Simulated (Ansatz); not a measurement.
**CH2F2GeS: vertical spin-state energies in Python**

Which spin state of CH2F2GeS lies lowest at this geometry? The task is vertical spin-state energies, for CH2F2GeS. SMILES: F[C]1(F)[S][GeH2]1.

All numbers are computed with the Python package of Ansatz 0.2.0. Level of theory: PBE+D4/def2-TZVP.

## Step 1: The system

Bond lengths: F1–C2 1.443 Å, C2–F3 1.386 Å, C2–S4 1.739 Å, C2–Ge5 1.902 Å, S4–Ge5 2.265 Å, Ge5–H6 1.567 Å, Ge5–H7 1.562 Å. Angles: F1–C2–F3 116.6°, F1–C2–S4 112.0°, F1–C2–Ge5 115.7°, F3–C2–S4 115.1°, F3–C2–Ge5 114.4°, S4–C2–Ge5 76.8°, C2–S4–Ge5 54.8°, C2–Ge5–S4 48.4°, C2–Ge5–H6 116.3°, C2–Ge5–H7 116.3°, S4–Ge5–H6 112.9°, S4–Ge5–H7 109.9°, H6–Ge5–H7 126.1°.

The script holds or builds the structure itself.

## Step 2: The code

ch2f2ges_spin.py reads:

```python
"""Vertical spin-state energies of CH2F2GeS."""

import logging
import sys

import ansatz
from ase import Atoms

logging.basicConfig(stream=sys.stdout, format="[%(levelname)s] %(message)s")
log = logging.getLogger("ansatz_job")
log.setLevel(logging.INFO)


def main() -> None:
    atoms = Atoms(["F", "C", "F", "S", "Ge", "H", "H"], positions=[
        (1.6031, -1.1671, 0.4108),
        (0.2078, -0.8026, 0.3747),
        (-0.5606, -1.1802, 1.4644),
        (-0.5084, -1.119, -1.1783),
        (-0.1731, 0.938, -0.2917),
        (-1.4958, 1.603, 0.2213),
        (0.9883, 1.6597, -1.0468),
    ])
    ch2f2ges = ansatz.Crystal.molecule_from_ase(atoms)

    calc = (
        ch2f2ges.calculation()
        .basis(gaussian="def2-TZVP")  # the orbital basis, by name
        .functional("PBE", dispersion="d4")
    )
    found = {}
    for unpaired in [0, 2]:
        data = calc.spin("collinear", total=unpaired).run().report
        s = unpaired / 2
        found[unpaired] = data["free_energy_ev"]
        log.info(f"2S+1 = {unpaired + 1}: E = {found[unpaired]:.5f} eV, <S^2> = {abs(data['mean_field']['state']['spin_squared']):.3f} (pure state {s * (s + 1):.2f})")
    lowest = min(found, key=found.get)
    for unpaired, e in found.items():
        log.info(f"multiplicity {unpaired + 1}: {23.060548 * (e - found[lowest]):.1f} kcal/mol above the lowest")


if __name__ == "__main__":
    main()
```

## Step 3: The input behind the calls

The engine receives this input (first run):

```yaml
crystal:
  periodic: [false, false, false]
  atoms:
    - { symbol: F, position_ang: [1.6031, -1.1671, 0.4108] }
    - { symbol: C, position_ang: [0.2078, -0.8026, 0.3747] }
    - { symbol: F, position_ang: [-0.5606, -1.1802, 1.4644] }
    - { symbol: S, position_ang: [-0.5084, -1.119, -1.1783] }
    - { symbol: Ge, position_ang: [-0.1731, 0.938, -0.2917] }
    - { symbol: H, position_ang: [-1.4958, 1.603, 0.2213] }
    - { symbol: H, position_ang: [0.9883, 1.6597, -1.0468] }
basis:
  gaussian:
    orbitals: def2-TZVP
hamiltonian:
  xc: pbe
  dispersion: d4
magnetization:
  spin_polarized: true
  initial_magnetization: 0.0
```

## Step 4: Launch

Started as:

```bash
$ python ch2f2ges_spin.py
```

**Question.** Which spin state is lowest at this geometry, and how far above lie the others?

**Answer**, as computed:

| quantity | value |
| --- | --- |
| runs compared | 2 |
| lowest | run 1 (2S+1 = 1) |
| next above it by | 4.143 eV |

**Reading.** In order: multiplicity 1 (+0.00 eV) and multiplicity 3 (+4.14 eV), all at the one geometry. The geometry is a force-field or estimated start, not a minimum of this method, and the basis set is short of its limit. All parts are taken at fixed geometry, without zero-point energy.
